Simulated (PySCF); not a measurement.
# C3H9Se: the cost of one run

Computed with PySCF 2.14.0, with density-fitted response routines of our own, on a single molecule in the gas phase. Atoms count from 0, in the outputs and in this text.

## Step 1: Starting geometry

13 atoms, charge 1, multiplicity 1; geometry from: GFN2-xTB.

Bonds of the start (Å): C0–Se1 1.94, Se1–C2 1.94, Se1–C3 1.94, C0–H4 1.09, C0–H5 1.09, C0–H6 1.09, C2–H7 1.09, C2–H8 1.09, C2–H9 1.09, C3–H10 1.09, C3–H11 1.09, C3–H12 1.09.

## Step 2: Relaxing the molecule at PBE0-D3(BJ)/def2-SVP

What the job is given:

```
{"job": {"xc": "PBE0", "basis": "def2-SVP", "d3": "d3bj", "grid": 1, "kind": "geom"}, "charge": 1, "multiplicity": 1}
C     -0.379670     1.636060     0.364720
Se    -0.168570    -0.174990     1.013630
C      1.593400    -0.554010     0.308200
C     -1.236590    -1.103730    -0.306840
H     -0.126170     1.684630    -0.692770
H      0.273570     2.290980     0.939190
H     -1.412190     1.943930     0.519820
H      1.619400    -0.350060    -0.760820
H      1.827460    -1.600380     0.497780
H      2.317910     0.070570     0.828250
H     -0.958750    -0.780640    -1.309010
H     -1.071380    -2.174540    -0.196810
H     -2.287180    -0.886850    -0.119400
```

Started as:

```console
$ OMP_NUM_THREADS=1 python probes_run.py task.json out
```

This one command runs all jobs of the session in turn.

**Question.** How long does this first job take on 1 thread of Arm Neoverse V1, shared host, and how much memory does it need?

About 21 s, with a peak of 0.5 GiB.
